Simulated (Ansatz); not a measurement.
**CHGa (triplet): from Hartree-Fock to the top rungs, cc-pVTZ**

Aim: climb from Hartree-Fock through coupled cluster and multireference methods for CHGa (triplet) at one geometry and basis, and see what each rung misses.

The runs use Ansatz 0.2.0, Gaussian basis; cc-pVTZ, core rule «outside noble gas», up to 15 orbitals frozen.

The runs, in order: UHF; CCSD(T) on ROHF; CCSD(T) on UHF; BCCD(T) on ROHF; CCSDT(Q) on ROHF; CCSDT(Q) on UHF; CASSCF and MRCISD+Q, 8 electrons in 9 orbitals; CASSCF and NEVPT2, 8 electrons in 9 orbitals.

7 further runs of the same task are left out: 4 for a known fault of the program, 3 set aside as unsound or not needed.

### Step 1. The geometry

The geometry is a PBE0/def2-TZVP stationary point (not a proven minimum). No spin-orbit coupling is included. The filled d shell of Ga may be among the frozen orbitals whatever the setting's name suggests; the logs give the count.

3 atoms, charge 0, spin multiplicity 3.

Atoms are counted from 1 here; the program's logs count them from 0.

Bond lengths: C1–Ga2 1.902 Å, Ga2–H3 1.572 Å. Angles: C1–Ga2–H3 180.0°.

### Step 2. UHF

in.yaml reads:

```yaml
crystal:
  periodic: [false, false, false]
  atoms:
    - {symbol: C, position_ang: [0.000000, 0.000000, 1.791800]}
    - {symbol: Ga, position_ang: [0.000000, 0.000000, -0.109800]}
    - {symbol: H, position_ang: [0.000000, 0.000000, -1.682000]}
basis:
  gaussian: {orbitals: cc-pVTZ}
magnetization: {spin_polarized: true, initial_magnetization: 2}
hamiltonian: {xc: hf}
output: {orbitals: {seedname: orbitals}}
```

Launch:

```
> ansatz run in.yaml --threads 1 --pin off --events-out ev --progress --plain --max-ram 2816MiB --backend cpu
```

The runs that follow: CCSD(T) on ROHF; CCSD(T) on UHF; BCCD(T) on ROHF; CCSDT(Q) on ROHF; CCSDT(Q) on UHF; CASSCF and MRCISD+Q, 8 electrons in 9 orbitals; CASSCF and NEVPT2, 8 electrons in 9 orbitals.

Before running them: what should the planned runs give, taken together? Wanted: UCCSDT(Q) below the RHF energy; RMP2 from UCCSDT(Q); UMP2 from UCCSDT(Q); RCCSD from UCCSDT(Q); RCCSD(T) from UCCSDT(Q); UCCSD(T) from UCCSDT(Q); RCCSDT(Q) from UCCSDT(Q); NEVPT2 valence from UCCSDT(Q); MRCISD+Q valence from UCCSDT(Q).

The runs gave:

| quantity | value |
| --- | --- |
| UCCSDT(Q) below the RHF energy | -5.8696 eV |
| RMP2 from UCCSDT(Q) | +101.0 kJ/mol |
| UMP2 from UCCSDT(Q) | +103.2 kJ/mol |
| RCCSD from UCCSDT(Q) | +34.3 kJ/mol |
| RCCSD(T) from UCCSDT(Q) | +6.8 kJ/mol |
| UCCSD(T) from UCCSDT(Q) | +6.5 kJ/mol |
| RCCSDT(Q) from UCCSDT(Q) | +0.6 kJ/mol |
| NEVPT2 valence from UCCSDT(Q) | +70.7 kJ/mol |
| MRCISD+Q valence from UCCSDT(Q) | +0.4 kJ/mol |
| levels within 1 kcal/mol (43 meV) | RCCSDT, UCCSDT, RCCSDT(Q), MRCISD+Q valence |
| T1 diagnostic | 0.030 |
| effectively unpaired electrons | 2.06 |

**Reading.** RCCSD(T) lands +6.8 kJ/mol from the yardstick (1.2 % of the correlation energy). One determinant dominates. Of the multireference levels listed MRCISD+Q valence comes nearest in total energy (+0.4 kJ/mol), which doesn't show that its space is the better one. These misses are within one basis, not against nature; the frozen cores of restricted and unrestricted runs differ, which can shift their rows.
